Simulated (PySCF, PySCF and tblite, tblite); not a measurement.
# C3H3BNP: a path driven as pyramidal inversion, and NMR exchange

One table from this session's results is given with a row withheld; the runs are named, their logs left out.

Programs: PySCF 2.14.0 with density-fitted response routines of our own, and tblite 0.8.0. All values are computed, except where a source is named. Atoms count from 0 throughout.

## The starting structure

9 atoms, charge 0, multiplicity 1; geometry from: force field or distance geometry start.

Bonds of the start (Å): B2–C4 1.54, B2–P3 1.93, C0–C1 1.22, C0–H6 1.05, C1–B2 1.52, C4–N5 1.16, P3–H7 1.47, P3–H8 1.44.

Set-up of the first run:

The job: settings as JSON, then the geometry in Å.

```
{"job": {"xc": "GFN2-xTB", "basis": "xTB", "kind": "relax"}, "charge": 0, "multiplicity": 1}
C      2.470000    -0.408000    -0.000000
C      1.296000    -0.141300    -0.205400
B     -0.166700     0.179700    -0.442200
P     -1.425500    -1.231100    -0.835000
C     -0.641900     1.644000    -0.450600
N     -0.996800     2.747600    -0.470000
H      3.481000    -0.629800     0.169700
H     -1.402300    -1.738300     0.540100
H     -2.600200    -0.416800    -0.632900
```

Launch:

```bash
$ OMP_NUM_THREADS=1 python ens_run.py task.json out
```

The driver reads the study from task.json and runs its stages one after another.

Steps of the session up to this table: GFN2-xTB relaxation, start minimum; Relaxed scan, inversion; Nudged elastic band, leg 1; Saddle search, leg 1; DFT refinement, start: PBE0-D3(BJ)/def2-SVP; Shieldings, start: PBE0/pcSseg-1; Shieldings, saddle of leg 1: PBE0/pcSseg-1; Kinetics and line shapes; Shieldings, start: PBE0/IGLO-II; Single-point energy, saddle of leg 1: PBE0/IGLO-II; Second level: PBE0/IGLO-II + D3(BJ); Shieldings, start: PBE0/pcSseg-1 in acetone; Single-point energy, saddle of leg 1: PBE0/pcSseg-1 in acetone; Second level: PBE0/pcSseg-1 + D3(BJ), IEF-PCM acetone.

One of the session's tables, all rows but one given; the rest of the session is left out.

It belongs to the step «Second level: PBE0/pcSseg-1 + D3(BJ), IEF-PCM acetone». Barriers by level (kcal/mol; entropies in cal/(mol K)). Zero-point and thermal terms come from xTB in every row. ΔG‡ leaves symmetry out; the rate counts one path; effective ΔG‡, where given, is the barrier that would give that rate by Eyring's equation alone:

| level | ΔE‡ | with zero-point | ΔH‡ | ΔG‡ (298 K) | k at 298 K (1/s) |
| --- | --- | --- | --- | --- | --- |
| GFN2-xTB | 7.79 | 7.39 | 7.16 | 7.63 | 1.6e+07 |
| PBE0-D3(BJ)/def2-SVP | 6.68 | 6.28 | 6.05 | 6.51 | 1e+08 |
| PBE0/pcSseg-1 + D3(BJ) | 6.79 | 6.39 | 6.16 | 6.63 | 8.6e+07 |
| PBE0/pcSseg-1 + D3(BJ), IEF-PCM acetone | ? | ? | ? | ? | ? |

Q: Estimate the row for PBE0/pcSseg-1 + D3(BJ), IEF-PCM acetone from the others.

**Answer.** ΔE‡: 4.69; with zero-point: 4.29; ΔH‡: 4.07; ΔG‡ (298 K): 4.53; k at 298 K (1/s): 3e+09. In the column «ΔE‡» it is the lowest.
